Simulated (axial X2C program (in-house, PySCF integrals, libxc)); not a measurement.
**A two-component session on ScSi: properties at the nuclei**

Aim: properties at the nuclei of ScSi, with spin–orbit coupling in the Hamiltonian from the start.

Method: two-component X2C with atomic mean-field terms, Sc dyall-cv3z, Si dyall-v3z; program: an in-house X2C program for linear molecules on PySCF integrals.

All values are calculated.

## (1) Set-up

task.json reads:

```json
{
 "zs": [
  21,
  14
 ],
 "q": 0,
 "bas": [
  "dyall-cv3z",
  "dyall-v3z"
 ],
 "r0": 2.64,
 "levels": [
  "PBE0",
  "HF",
  "BP86",
  "LDA",
  "PBE"
 ],
 "nst": 3
}
```

Keys: zs atomic numbers; q charge; bas basis sets; r0 starting distance in Å; levels methods (HF also brings MP2); nst determinants followed.

The run is started by

```console
> python soeom.py task.json out
```

Further steps of the session: Expectation values, lowest determinant; Expectation values, a higher determinant; Expectation values, a higher determinant.

Before running it: what results should come out? Wanted: lowest determinant; Eeff magnitude; Ws magnitude Sc; A∥/gI Sc; qzz Sc; higher determinant (for each run or level that gives them).

As calculated:

```
                                        quantity                                                  value
                              lowest determinant                Ω = 3/2 (excess of +ω over −ω: ω = 3/2)
                    Eeff magnitude (GV/cm), PBE0                                                 0.0353
                     Ws magnitude Sc (kHz), PBE0                                                 0.0143
                            A∥/gI Sc (MHz), PBE0                                                     77
                             qzz Sc (a.u.), PBE0                                                  -0.77
                              higher determinant  Ω = 1/2 (excess of +ω over −ω: 2 × ω = -1/2, ω = 3/2)
Eeff magnitude (GV/cm), PBE0, higher determinant                                                  0.324
 Ws magnitude Sc (kHz), PBE0, higher determinant                                                  0.241
        A∥/gI Sc (MHz), PBE0, higher determinant                                                   -757
         qzz Sc (a.u.), PBE0, higher determinant                                                  -0.88
                              higher determinant                Ω = 1/2 (excess of +ω over −ω: ω = 1/2)
Eeff magnitude (GV/cm), PBE0, higher determinant                                                  0.398
 Ws magnitude Sc (kHz), PBE0, higher determinant                                                  0.276
        A∥/gI Sc (MHz), PBE0, higher determinant                                                   1040
         qzz Sc (a.u.), PBE0, higher determinant                                                  -0.71
```

In the first state, the effective field runs from 0.0353 to 0.747 GV/cm over the mean-field levels, so the levels don't agree on it. The expectation values come from single determinants, which for open shells can mix terms of unlike spin or miss the lowest Ω, so a determinant need not be a state. Eeff is the effective electric field on the electron dipole moment in this Ω state and Ws the scalar–pseudoscalar constant (defined with the proton number Z and per Ω); A∥ is the parallel hyperfine constant, which follows by multiplying with the nuclear g factor gI = μI/(I μN); qzz is the electric field gradient, eQq0 = 234.96 MHz × Q/barn × qzz; μ is positive if Si is the positive end. The operators were transformed with the bare-nucleus X2C matrices. A second determinant lies within 0.1 eV of the first, so their order is not settled at this level.
